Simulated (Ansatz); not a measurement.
# C₂H₄BO+ (SMILES C#CB[OH2+]): functionals against CCSD(T) at one geometry

An exercise on one series of results from a longer session: the logs are not shown, and one member is left open.

Computed with Ansatz 0.2.0, Gaussian basis. Level: single points in def2-TZVPP.

Correlated methods freeze the cores.

## Where the work starts

SMILES `C#CB[OH2+]`, 8 atoms, charge 1, spin multiplicity 1.

Atoms are counted from 1 here; the program's logs count them from 0.

Bond lengths: C1–C2 1.295 Å, C1–H5 0.900 Å, C2–B3 1.446 Å, B3–O4 1.445 Å, B3–H6 1.265 Å, O4–H7 0.976 Å, O4–H8 0.996 Å. Angles: C2–C1–H5 176.7°, C1–C2–B3 176.3°, C2–B3–O4 119.0°, C2–B3–H6 122.9°, O4–B3–H6 117.8°, B3–O4–H7 124.2°, B3–O4–H8 121.6°, H7–O4–H8 114.1°.

Geometry (Å):

| atom | x (Å) | y (Å) | z (Å) |
| --- | --- | --- | --- |
| C1 | 0.2692 | 1.7786 | -1.3019 |
| C2 | 0.0531 | 0.9215 | -0.3554 |
| B3 | -0.0954 | -0.0532 | 0.7028 |
| O4 | -0.1100 | -1.4577 | 0.3655 |
| H5 | 0.3692 | 2.3881 | -1.9561 |
| H6 | -0.3167 | 0.2679 | 1.9064 |
| H7 | 0.0223 | -1.8061 | -0.5363 |
| H8 | -0.1928 | -2.1613 | 1.0653 |

The first run:

The input, run/in.yaml:

```yaml
crystal:
  periodic: [false, false, false]
  atoms:
    - {symbol: C, position_ang: [0.269200, 1.778600, -1.301900]}
    - {symbol: C, position_ang: [0.053100, 0.921500, -0.355400]}
    - {symbol: B, position_ang: [-0.095400, -0.053200, 0.702800]}
    - {symbol: O, position_ang: [-0.110000, -1.457700, 0.365500]}
    - {symbol: H, position_ang: [0.369200, 2.388100, -1.956100]}
    - {symbol: H, position_ang: [-0.316700, 0.267900, 1.906400]}
    - {symbol: H, position_ang: [0.022300, -1.806100, -0.536300]}
    - {symbol: H, position_ang: [-0.192800, -2.161300, 1.065300]}
basis:
  gaussian: {orbitals: def2-TZVPP}
total_charge: 1
correlation: {method: ccsd_t}
output: {forces: true}
```

The command line of these runs was not kept.

Steps of the session up to this table: CCSD(T)/def2-TZVPP; PBE0-D4/def2-TZVPP; wB97M-V/def2-TZVPP; r2SCAN-D4/def2-TZVPP; PBE-D4/def2-TZVPP; r2SCANh-D4/def2-TZVPP; r2SCAN0-D4/def2-TZVPP.

One table of the session follows, with a row left open; its other results are not shown here.

```
    method  RMS force component (eV/Å)  angle to CCSD(T) forces (°)
   CCSD(T)                       4.450                    reference
   PBE0-D4                       4.727                          2.8
   wB97M-V                       4.776                          3.4
 r2SCAN-D4                       4.609                          2.2
    PBE-D4                           ?                            ?
r2SCANh-D4                       4.689                          2.7
r2SCAN0-D4                       4.808                          3.7
```

**Question.** Estimate the row for PBE-D4.

**Answer.** RMS force component (eV/Å): 4.472; angle to CCSD(T) forces (°): 2.9. In the column «RMS force component (eV/Å)» it lies between CCSD(T) (4.450) and r2SCAN-D4 (4.609).
